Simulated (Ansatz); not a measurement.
# WS2: the cost of one run

Computed with Ansatz 0.2.0 (DFT PBE, scalar-relativistic, plane waves, PAW, unless a step's input says otherwise).

The COD entry's cell or inner coordinates are ideal or old and differ from later refinements, so a difference from it is no clean test against experiment.

2 further runs of the same task are left out: 2 set aside as unsound or not needed.

**1. The system as given**

It takes space group P6_3/mmc (No. 194, hexagonal). The conventional cell has a = 3.188 Å, b = 3.188 Å, c = 14.856 Å, α = 90.00°, β = 90.00°, γ = 120.00°. W (site symmetry -6m2) has 6 S at 2.42 Å in its first shell of neighbours. S (site symmetry 3m) is surrounded by 3 W at 2.42 Å.

As a file:

```xyz
6
Lattice="3.1877 0.0000 0.0000 -1.5939 2.7606 0.0000 0.0000 0.0000 14.8563" Properties=species:S:1:pos:R:3 pbc="T T T"
W     0.0000    1.8404    3.7141
W     1.5939    0.9202   11.1422
S     0.0000    1.8404    9.5711
S     1.5939    0.9202    2.1430
S     0.0000    1.8404   12.7134
S     1.5939    0.9202    5.2852
```

This cell was relaxed beforehand with the same method: volume 21.79 Å³/atom, gap on the mesh 1.63 eV.

**2. Relaxing to 0.001 eV/Å**

Response runs need a geometry at rest under their own mesh and occupations; hence this stricter relaxation.

File input.yaml:

```yaml
crystal:
  lattice:
    - [3.1877212159, 0.0, 0.0]
    - [-1.593860608, 2.7606475532, 0.0]
    - [0.0, 0.0, 14.8563314393]
  atoms:
    - { symbol: W, position: [0.3333333333, 0.6666666667, 0.25] }
    - { symbol: W, position: [0.6666666667, 0.3333333333, 0.75] }
    - { symbol: S, position: [0.3333333333, 0.6666666667, 0.644246946] }
    - { symbol: S, position: [0.6666666667, 0.3333333333, 0.144246946] }
    - { symbol: S, position: [0.3333333333, 0.6666666667, 0.855753054] }
    - { symbol: S, position: [0.6666666667, 0.3333333333, 0.355753054] }
basis:
  ecutwfc: 420
kpoints:
  mp_grid: { grid: [12, 12, 2] }
hamiltonian:
  xc: pbe
scf:
  occupations: { method: fixed }
output:
  forces: true
  stress: true
  eigenvalues: true
relax:
  adjacent_minimum: "off"
  f_tol: 0.001
  max_steps: 60
  cell: { stress_tol: 0.01 }
```

On the command line:

```console
$ ansatz run input.yaml --threads 2 --pin off --max-ram 6144MiB --backend cpu --events-out ev --progress --plain --runs-dir out
```

**Question.** How long does this run take on 2 threads of Arm Neoverse V2, shared host, and how much memory does it need?

About 8.4 s, with a peak of 0.46 GiB.
